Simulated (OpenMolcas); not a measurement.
# V³⁺ among point charges: CASSCF levels and susceptibility

How does a field of 6 point charges split the states of V³⁺, and what χT follows?

Method: state-averaged CASSCF, spin-orbit coupling by RASSI with atomic mean-field integrals. Code: OpenMolcas 26.06.

1 further run of the same task is left out (it didn't finish).

## (1) What is computed

* Species: V³⁺ (vanadium, Z = 23, 20 electrons)
* Basis: ANO-RCC-VDZP [5s4p2d1f], 34 functions
* Scalar Hamiltonian: DKH2, point nucleus
* Inactive shells: 1s 2s 2p 3s 3p
* Active space: 2 electrons in 5 orbitals (3d)
* Some configurations of this space: 3d2
* Orbitals: optimised for each spin and parity, averaged over all roots

The outer shells:

3d2
```
3d [↑ ][↑ ][  ][  ][  ]
```

The ion sits among 6 point charges of -2.2 e arranged as an octahedron (Oh), 1.68 Å from the ion. The active orbitals were held to one l.

The work runs as a chain of OpenMolcas steps in one folder; each step below is one input file. Labels, J, g values, rates, χT and fits are worked out afterwards by a script from the matrices that RASSI stores. The input lists half of the charges; inversion (Group=XYZ) makes the rest.

## (2) One- and two-electron integrals

File a.inp:

```
&GATEWAY
Coord
1

V 0.0 0.0 0.0
Basis=ANO-RCC-VDZP
Group=XYZ
NoMove
AngMom=0.0 0.0 0.0
AMFI
XField
3 Angstrom 0
1.680000 0.000000 0.000000 -2.200000
0.000000 1.680000 0.000000 -2.200000
0.000000 0.000000 1.680000 -2.200000
&SEWARD
```

The run is started by

```
> OMP_NUM_THREADS=1 MOLCAS_MEM=1689 MOLCAS_PROJECT=a pymolcas a.inp > a.log
```

## (3) CASSCF: triplets of even parity, 10 roots

File a.inp:

```
&RASSCF
FileOrb=start.orb
Symmetry=1
Spin=3
nActEl=2 0 0
Inactive=3 6
Ras2=5 0
CIRoot=10 10 1
SDav=10
CIMx=300
Iter=120 100
PrWF=0.3
OrbListing=Nothing
MaxOrb=0
SupSym
1
10 4 5 6 7 8 11 12 13 14 15
0
>>> COPY $Project.JobIph JOB001
```

start.orb holds the contracted functions of the basis, ordered by shell, or the orbitals of the step before.

## (4) Reference wave functions, singlets of even parity, 15 roots

File a.inp:

```
&RASSCF
FileOrb=start.orb
Symmetry=1
Spin=1
nActEl=2 0 0
Inactive=3 6
Ras2=5 0
CIRoot=15 15 1
SDav=15
CIMx=300
Iter=120 100
PrWF=0.3
OrbListing=Nothing
MaxOrb=0
SupSym
1
10 4 5 6 7 8 11 12 13 14 15
0
>>> COPY $Project.JobIph JOB002
```

## (5) RASSI: spin-orbit coupling between the states

File a.inp:

```
&RASSI
NrOfJobIphs=2 10 15
1 2 3 4 5 6 7 8 9 10
1 2 3 4 5 6 7 8 9 10 11 12 13 14 15
IphNames
JOB001
JOB002
EJob
SpinOrbit
DIPRint=1.0
SOCoupling=1000.0
Subsets=2
Property=9
'ANGMOM' 1 'ANGMOM' 2 'ANGMOM' 3 'MLTPL  1' 1 'MLTPL  1' 2 'MLTPL  1' 3
'AMFI' 1 'AMFI' 2 'AMFI' 3
SOProperty=3
'ANGMOM' 1 'ANGMOM' 2 'ANGMOM' 3
```

Q: Predict the outcome of this session. Wanted: spin-free ground state; first state of the same spin within the active space; lowest level; next level.

The runs gave:

| quantity | value |
| --- | --- |
| method | CASSCF |
| spin-free ground state | 3T1, 3-fold in its orbital part |
| first state of the same spin within the active space | 3T2 at 12500 cm⁻¹ |
| lowest level | 2-fold E, g = 0.00, 0.00, 0.00 |
| next level | 5.9 cm⁻¹ |
| χT at 300 K | 0.93 cm³ K/mol |
| effective moment at 300 K | 2.73 μB |

What this shows: The spin-free ground state (3T1) comes to 95 % from free-ion F terms and keeps the highest spin of the shell. χT at 300 K is 0.93, against 1.00 cm³ K/mol for the spin alone; near agreement at one temperature doesn't show that the orbital moment is quenched. A ligand-field fit to the states below 45000 cm-1 gives 10Dq = 14719 cm-1, B = 1006 cm-1 and C = 3546 cm-1 (C/B = 3.52), with a deviation of 260 cm-1. The field of point charges can differ much from that of real complexes. Point charges carry no covalency, so the field is a model and not that of real ligands.
